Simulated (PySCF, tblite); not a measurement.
**C5H10GeS: geometry, infrared bands and NMR shifts**

Aim: predict the infrared bands and NMR shifts of C5H10GeS (`C#CC[CH2][GeH2][S]C`).

Computed with tblite 0.8.0 and PySCF 2.14.0, with density-fitted response routines of our own, on a single molecule in the gas phase. Atoms are numbered from 0 throughout.

### 1 The starting structure

17 atoms, charge 0, multiplicity 1; geometry from: force field or distance geometry start.

Bonds of the start (Å): C0–C1 1.23, C1–C2 1.46, C2–C3 1.53, C3–Ge4 1.96, Ge4–S5 2.19, S5–C6 1.83, C0–H7 1.06, C2–H8 1.11, C2–H9 1.11, C3–H10 1.11, C3–H11 1.08, Ge4–H12 1.54, Ge4–H13 1.55, C6–H14 1.09, C6–H15 1.13, C6–H16 1.11.

### 2 Optimising the geometry with GFN2-xTB

Job settings and geometry (Å):

```
{"job": {"kind": "relax", "xc": "GFN2-xTB", "basis": "xTB"}, "charge": 0, "multiplicity": 1}
C     -2.890100    -1.350100     0.651400
C     -2.582900    -0.263700     0.158500
C     -2.171100     1.011600    -0.428100
C     -0.878300     0.795100    -1.219800
Ge     0.381800     0.163100     0.143500
S      2.139900     1.474400     0.089500
C      3.620900     0.482700     0.499900
H     -3.161400    -2.284900     1.061600
H     -1.940800     1.703800     0.406000
H     -2.975200     1.385400    -1.090800
H     -1.126200    -0.001600    -1.958400
H     -0.520600     1.716300    -1.664400
H      0.720000    -1.330200    -0.022400
H     -0.256700     0.308000     1.550900
H      4.362400     0.522200    -0.303100
H      3.243400    -0.569300     0.665800
H      4.027900     0.898600     1.449800
```

Launch:

```console
$ OMP_NUM_THREADS=1 python probes_run.py task.json out
```

One launch serves the whole session: the jobs run in the order shown.

**Question.** This job is followed by: GFN2-xTB harmonic vibrations, gas phase; GIAO PBE0/pcSseg-1 NMR shielding, non-relativistic, gas phase. What will the session give for the following? strongest single infrared mode (GFN2-xTB); zero-point energy (GFN2-xTB); 13C shifts against TMS (PBE0/pcSseg-1); 1H shifts against TMS (PBE0/pcSseg-1, means over atoms taken as alike); 73Ge shifts against GeMe4 (PBE0/pcSseg-1); 33S shifts against CS2 (PBE0/pcSseg-1).

**Answer**, as computed:

| quantity | value |
| --- | --- |
| strongest single infrared mode (GFN2-xTB) | 1899 cm⁻¹, 496 km/mol |
| zero-point energy (GFN2-xTB) | 78.5 kcal/mol |
| 13C shifts against TMS (PBE0/pcSseg-1) | 88.8, 77.0, 18.6, 16.6, 16.0 ppm |
| 1H shifts against TMS (PBE0/pcSseg-1, means over atoms taken as alike) | 4.88, 2.61, 2.05, 1.46, 1.42 ppm |
| 73Ge shifts against GeMe4 (PBE0/pcSseg-1) | -56 ppm |
| 33S shifts against CS2 (PBE0/pcSseg-1) | -213 ppm |

The optimisation took 90 steps and gained 0.427 eV; among the close pairs (by a distance rule), C6–H15 changed most, from 1.130 to 1.086 Å. No mode is imaginary among the 45: a minimum at this level. The strongest single mode, at 1899 cm⁻¹, moves mainly H12. GFN2-xTB is a fitted tight-binding method: band positions and strengths are rough. Its intensities can rank the bands wrongly. At PBE0/pcSseg-1: The widest tensor belongs to S5: span 324 ppm, with a paramagnetic part of -342 ppm. Spin-orbit coupling is left out, which matters for shieldings and couplings at and beside the heavy atoms.
